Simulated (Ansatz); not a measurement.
# CH5AsMg: the cost of one run

Program: Ansatz 0.2.0. Level of theory: RKS PBE0-D4/def2-SVP. These are calculated values, not measurements.

## (1) Starting point

Bond lengths: Mg1–C2 2.106 Å, C2–As3 1.960 Å, Mg1–H4 1.660 Å, C2–H5 1.099 Å, C2–H6 1.100 Å, As3–H7 1.536 Å, As3–H8 1.537 Å. Angles: Mg1–C2–As3 102.2°, Mg1–C2–H5 118.3°, Mg1–C2–H6 117.5°, As3–C2–H5 106.1°, As3–C2–H6 106.0°, H5–C2–H6 105.5°, C2–Mg1–H4 150.0°, C2–As3–H7 96.9°, C2–As3–H8 97.0°, H7–As3–H8 88.5°.

Structure file:

```xyz
8

Mg   -1.3148    0.6831   -0.7172
C     0.3460    0.8287    0.5689
As    1.1160   -0.9700    0.4549
H    -2.2867   -0.2229   -1.7119
H     1.1539    1.5234    0.2993
H     0.1480    1.0072    1.6357
H     1.0449   -1.1033   -1.0734
H    -0.2074   -1.7462    0.5437
```

## (2) End point A

The input, input.yaml:

```yaml
crystal:
  periodic: [false, false, false]
  atoms:
    - { symbol: Mg, position_ang: [-1.31477, 0.68314, -0.71724] }
    - { symbol: C, position_ang: [0.346, 0.82871, 0.56894] }
    - { symbol: As, position_ang: [1.11602, -0.97003, 0.4549] }
    - { symbol: H, position_ang: [-2.28673, -0.22292, -1.71189] }
    - { symbol: H, position_ang: [1.15389, 1.52344, 0.29933] }
    - { symbol: H, position_ang: [0.14803, 1.00717, 1.63573] }
    - { symbol: H, position_ang: [1.04494, -1.10329, -1.07344] }
    - { symbol: H, position_ang: [-0.20738, -1.74621, 0.54367] }
basis:
  gaussian: { orbitals: def2-SVP }
hamiltonian:
  xc: pbe0
  dispersion: d4
relax:
  f_tol: 0.015
  max_steps: 40
```

Command:

```console
> ansatz run input.yaml --threads 1 --pin off --max-ram 2048MiB --backend cpu --events-out ev --progress --plain --runs-dir out
```

**Question.** How long does this run take on 1 thread of Arm Neoverse V1, shared host, and how much memory does it need?

About 43 s, with a peak of 0.18 GiB.
